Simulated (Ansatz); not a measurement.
# InNH₃ radical (SMILES [NH2][InH]): one structure at several levels

An exercise on one series of results from a longer session: the logs are not shown, and one member is left open.

Method: single points in def2-TZVPP; program: Ansatz 0.2.0, Gaussian basis.

Correlated methods freeze the cores. Filled d shells of the heavier atoms are correlated. Core potentials replace the inner electrons past krypton, and spin-orbit coupling is left out. Orbitals are unrestricted.

## The system as given

5 atoms, charge 0, spin multiplicity 2.

Atoms are counted from 1 here; the program's logs count them from 0.

Bond lengths: N1–In2 2.146 Å, N1–H3 0.997 Å, N1–H4 0.998 Å, In2–H5 2.148 Å. Angles: In2–N1–H3 116.5°, In2–N1–H4 115.8°, H3–N1–H4 103.5°, N1–In2–H5 115.0°.

Coordinates:

```xyz
5

N    -0.40310   -0.76410    0.30160
In    1.03510    0.81920    0.13070
H    -0.77850   -1.11910   -0.55130
H    -0.09250   -1.58410    0.77840
H     0.28430    2.64070   -0.72390
```

The first run:

Contents of run/in.yaml:

```yaml
crystal:
  periodic: [false, false, false]
  atoms:
    - {symbol: N, position_ang: [-0.403100, -0.764100, 0.301600]}
    - {symbol: In, position_ang: [1.035100, 0.819200, 0.130700]}
    - {symbol: H, position_ang: [-0.778500, -1.119100, -0.551300]}
    - {symbol: H, position_ang: [-0.092500, -1.584100, 0.778400]}
    - {symbol: H, position_ang: [0.284300, 2.640700, -0.723900]}
basis:
  gaussian: {orbitals: def2-TZVPP}
magnetization: {spin_polarized: true, initial_magnetization: 1}
correlation: {method: ccsd_t}
scf: {omitted_lower_state_checks: [cluster_reference]}
output: {forces: true}
```

The command line of these runs was not kept.

Steps of the session up to this table: CCSD(T)/def2-TZVPP; PBE0-D4/def2-TZVPP; wB97M-V/def2-TZVPP; r2SCAN-D4/def2-TZVPP; PBE-D4/def2-TZVPP; BHLYP-D4/def2-TZVPP; r2SCAN0-D4/def2-TZVPP.

One of the session's tables, all rows but one given; the rest of the session is left out.

```
    method  RMS force component (eV/Å)  angle to CCSD(T) forces (°)  dipole (D)
   CCSD(T)                       0.747                    reference        1.86
   PBE0-D4                           ?                            ?           ?
   wB97M-V                       0.746                          4.0        1.98
 r2SCAN-D4                       0.670                          4.7        1.86
    PBE-D4                       0.710                         18.4        1.87
  BHLYP-D4                       0.577                         14.3        2.00
r2SCAN0-D4                       0.652                          7.7        1.88
```

**Question.** Estimate the row for PBE0-D4.

The run gave: RMS force component (eV/Å): 0.672; angle to CCSD(T) forces (°): 1.9; dipole (D): 1.92. In the column «RMS force component (eV/Å)» it lies between r2SCAN-D4 (0.670) and PBE-D4 (0.710).
